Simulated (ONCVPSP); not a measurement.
**Pseudopotential generation for P: ONCV, PBE**

Do these settings give a usable potential? It is generated, then checked for transferability, scattering, ghosts and hardness.

Method: ONCVPSP 4.0.1, PBE, scalar-relativistic.

### Step 1. The design

Typed settings, in words:

- element: phosphorus (P, Z = 15)
- type: optimised norm-conserving Vanderbilt (ONCV)
- frozen core: [He]
- valence charge: 13
- reference configuration: 2s2 2p6 3s2 3p3
- partial waves: 2s+3s: rc 0.40 bohr, ncon 4, nbas 7, qcut 35.7 1/bohr, 2 projectors; 2p+3p: rc 0.85 bohr, ncon 3, nbas 7, qcut 13.5 1/bohr, 2 projectors; d scattering state at 0.14 Ha: rc 0.65 bohr, ncon 3, nbas 7, qcut 13.6 1/bohr, 2 projectors, debl 3.4 Ha
- local potential: polynomial inside 0.30 bohr (lpopt 5, dvloc0 0 Ha)
- core correction: Teter function, fcfact 2.5, rcfact 1.8

### Step 2. Generating the potential

The input, P.dat:

```
# ATOM AND REFERENCE CONFIGURATION
# atsym  z   nc   nv     iexc    psfile
  P 15.00    1    4        4      upf
#
#   n    l    f
    1    0    2.00
    2    0    2.00
    2    1    6.00
    3    0    2.00
    3    1    3.00
#
# PSEUDOPOTENTIAL AND OPTIMIZATION
# lmax
    2
#
#   l,   rc,      ep,       ncon, nbas, qcut
    0    0.40    0.00    4    7   35.70
    1    0.85    0.00    3    7   13.50
    2    0.65    0.14    3    7   13.60
#
# LOCAL POTENTIAL
# lloc, lpopt,  rc(5),   dvloc0
    4    5    0.30    0.00
#
# VANDERBILT-KLEINMAN-BYLANDER PROJECTORs
# l, nproj, debl
    0    2    3.90
    1    2    1.60
    2    2    3.40
#
# MODEL CORE CHARGE
# icmod, fcfact, rcfact
    3    2.50    1.80
#
# LOG DERIVATIVE ANALYSIS
# epsh1, epsh2, depsh
   -8.00    5.00    0.04
#
# OUTPUT GRID
# rlmax, drl
    6.00    0.01
#
# TEST CONFIGURATIONS
# ncnf
    4
# nvcnf
#   n    l    f
    4
    2    0    2.00
    2    1    6.00
    3    0    2.00
    3    1    2.00
#
    4
    2    0    2.00
    2    1    6.00
    3    0    2.00
    3    1    1.00
#
    4
    2    0    2.00
    2    1    6.00
    3    0    2.00
    3    1    0.00
#
    4
    2    0    2.00
    2    1    6.00
    3    0    1.00
    3    1    0.00
#
```

Launch:

```bash
oncvpsp.x < P.dat > P.out
```

**Question.** What will these runs give? Wanted: cutoffs for 1 and 0.1 mHa per electron, occupied waves; bound ghosts; GHOST(+) flags; largest test error; largest phase difference near zero energy, channels read; rms error of d²Exc/dn², without and with the model core.

**Answer**, as computed:

| quantity | value |
| --- | --- |
| cutoffs for 1 and 0.1 mHa per electron, occupied waves | 226 Ha and 413 Ha |
| bound ghosts | s at -1449.53 eV |
| GHOST(+) flags | none at low energy |
| largest test error (AE − PS) | +13 meV, for 2s2 2p6 3s1 3p0 |
| largest phase difference near zero energy, channels read | 0.000 rad |
| rms error of d²Exc/dn², without and with the model core | 2.19 and 2.65 mHa |

It has a bound ghost (s), a state that the atom doesn't have, and that rules the file out. The worst unpolarised test, 2s2 2p6 3s1 3p0, is off by 13 meV on 110.6 eV; by total energies transferability rates as good. Atomic tests can pass in spite of a ghost, since they solve only for the levels asked. By its cutoff, 226 Ha for the looser tolerance, it is very hard. Near zero energy the phases of the channels with partial waves agree within 0.001 rad. These are tests on the free atom; a crystal test is still owed.
